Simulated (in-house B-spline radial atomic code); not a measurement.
# Nb³³⁺: ionisation energy by several methods

How far do functionals differ on the ionisation energy of Nb³³⁺? Each run solves Nb³³⁺ and then the next ion ([He] 2s2 2p3).

Program: in-house B-spline radial atomic code version 1. Level of theory: non-relativistic, several functionals, spin-polarised, exact exchange averaged over the configuration; spherical all-electron atom at the radial basis limit. These are calculated values, not measurements, unless marked.

## Step 1: What is computed

```
element       : niobium (Z = 41)
charge        : +33
electrons     : 8
configuration : [He] 2s2 2p4
nucleus       : point
```

The outer shells:

[He] 2s2 2p4
```
[He] core
2s [↑↓]
2p [↑↓][↑ ][↑ ]
```

Where spins are not typed, each open shell is filled with up spins first.

## Step 2: ωB97X

Settings of the run:

```ini
Z = 41
electrons = 8.0
configuration = [He] 2s2 2p4
hamiltonian = nr
method = wb97x
spin_polarised = True
exact_exchange = averaged over the configuration
```

Command:

```bash
$ python run_scf.py task.json out
```

The settings of every run stand in task.json; they run in order.

## Step 3: LC-ωPBE

The settings differ from step 2 so:

```diff
@@ -4,3 +4,3 @@
 hamiltonian = nr
-method = wb97x
+method = lc_wpbe
 spin_polarised = True
```

## Step 4: TPSSh

The settings differ from step 3 so:

```diff
@@ -4,3 +4,3 @@
 hamiltonian = nr
-method = lc_wpbe
+method = tpssh
 spin_polarised = True
```

Q: The tabulated ionisation energy is 4369 ± 9 eV (semi-empirical; NIST Atomic Spectra Database). What does each method give, and which comes nearest?

**Answer**, as computed:

| method | rung | total energy (hartree) | ΔSCF (eV) | −ε highest (eV) | ΔSCF less tabulated (eV) |
| --- | --- | --- | --- | --- | --- |
| TPSSh | global hybrid | -2717.5418 | 4331.16 | 4261.40 (2p down) | -37.84 |
| ωB97X | range-separated hybrid | -2718.0755 | 4332.60 | 4270.98 (2p down) | -36.40 |
| LC-ωPBE | range-separated hybrid | -2717.0907 | 4332.53 | 4259.16 (2p down) | -36.47 |

**Reading.** Against the tabulated ionisation energy, 4369 ± 9 eV (semi-empirical; NIST Atomic Spectra Database), the best here is ωB97X (-36.40 eV) and the worst TPSSh (-37.84 eV, or 0.87 %). All methods miss on the same side by much the same amount, which points to something that they share. These runs lack relativity altogether, which can outweigh the gaps between the methods, so the nearest may be so by luck. These runs leave out relativity, which matters at this nuclear charge. Open shells are averaged (over orientations, and over spins where the run is restricted), while tables refer to the lowest levels.
